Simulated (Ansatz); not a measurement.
# C2H10B2Si: a ladder of functionals and wavefunction methods

The task here is to estimate one member of a computed series from the others.

Method: functionals in def2-TZVPP, the program's frozen cores in correlated methods; program: Ansatz 0.2.0, Gaussian basis.

Plan: PBE-D4, r2SCAN-D4, PBE0-D4, B3LYP-D4, ωB97X-V, ωB97M-V, B2PLYP; CCSD(T)/def2-TZVPP; MP2/def2-QZVPP; extrapolation to the limit.

## Structure used throughout

All runs share one geometry, relaxed beforehand with PBE0-D4 in a triple-zeta def2 set.

15 atoms, charge 0, spin multiplicity 1.

Atoms are counted from 1 here; the program's logs count them from 0.

Bond lengths: B1–B2 1.537 Å, B1–Si4 2.122 Å, B1–H6 1.205 Å, B1–H7 1.204 Å, B2–C3 1.521 Å, C3–H8 1.095 Å, C3–H9 1.092 Å, C3–H10 1.097 Å, Si4–C5 1.876 Å, Si4–H11 1.496 Å, Si4–H12 1.495 Å, C5–H13 1.091 Å, C5–H14 1.093 Å, C5–H15 1.091 Å. Angles: B2–B1–Si4 81.7°, B2–B1–H6 118.4°, B2–B1–H7 120.0°, Si4–B1–H6 100.9°, Si4–B1–H7 101.1°, H6–B1–H7 119.6°, B1–B2–C3 172.1°, B2–C3–H8 111.4°, B2–C3–H9 112.5°, B2–C3–H10 108.4°, H8–C3–H9 109.2°, H8–C3–H10 107.0°, H9–C3–H10 108.2°, B1–Si4–C5 103.9°, B1–Si4–H11 114.9°, B1–Si4–H12 114.0°, C5–Si4–H11 108.9°, C5–Si4–H12 109.3° and more.

The first run:

The input, in.yaml:

```yaml
crystal:
  periodic: [false, false, false]
  atoms:
    - {symbol: B, position_ang: [-0.102687, 1.304463, 0.633557]}
    - {symbol: B, position_ang: [0.615600, 0.228734, 1.463692]}
    - {symbol: C, position_ang: [1.313365, -0.956931, 2.113070]}
    - {symbol: Si, position_ang: [-0.307376, -0.316844, -0.720207]}
    - {symbol: C, position_ang: [-1.173811, 0.439029, -2.202204]}
    - {symbol: H, position_ang: [0.565560, 2.064883, -0.020704]}
    - {symbol: H, position_ang: [-1.256476, 1.566629, 0.856746]}
    - {symbol: H, position_ang: [0.720653, -1.872376, 2.015909]}
    - {symbol: H, position_ang: [1.536910, -0.783595, 3.168203]}
    - {symbol: H, position_ang: [2.260018, -1.131430, 1.586858]}
    - {symbol: H, position_ang: [0.981517, -0.928013, -1.170972]}
    - {symbol: H, position_ang: [-1.128519, -1.449763, -0.192898]}
    - {symbol: H, position_ang: [-0.567231, 1.241558, -2.625600]}
    - {symbol: H, position_ang: [-1.344014, -0.317332, -2.972332]}
    - {symbol: H, position_ang: [-2.135410, 0.860187, -1.903718]}
basis:
  gaussian: {orbitals: def2-TZVPP}
hamiltonian: {xc: pbe, dispersion: d4}
output: {forces: true, orbitals: {seedname: orbitals}}
```

Launch:

```
$ ansatz run in.yaml --threads 4 --pin off --events-out ev --progress --plain --max-ram 10444MiB
```

Steps of the session up to this table: PBE-D4 (GGA); r2SCAN-D4 (meta-GGA); PBE0-D4 (hybrid); B3LYP-D4 (hybrid); ωB97X-V (range-separated); ωB97M-V (range-separated); B2PLYP (double hybrid); CCSD(T) in def2-TZVPP; MP2 in def2-QZVPP.

One table of the session follows, with a row left open; its other results are not shown here.

| method | atomisation energy (kJ/mol) |
| --- | --- |
| PBE-D4 | 5400.5 |
| r2SCAN-D4 | 5376.8 |
| PBE0-D4 | 5358.9 |
| B3LYP-D4 | 5346.4 |
| ωB97X-V | 5339.4 |
| ωB97M-V | 5350.1 |
| B2PLYP | 5275.7 |
| HF/def2-TZVPP | 4103.2 |
| MP2/def2-TZVPP | 5226.8 |
| CCSD/def2-TZVPP | ? |
| CCSD(T)/def2-TZVPP | 5197.6 |
| MP2/CBS | 5334.1 |
| CCSD(T)/CBS | 5304.9 |

Estimate the missing values for CCSD/def2-TZVPP.

The run gave: atomisation energy (kJ/mol): 5138.3. In the column «atomisation energy (kJ/mol)» it lies between HF/def2-TZVPP (4103.2) and CCSD(T)/def2-TZVPP (5197.6).
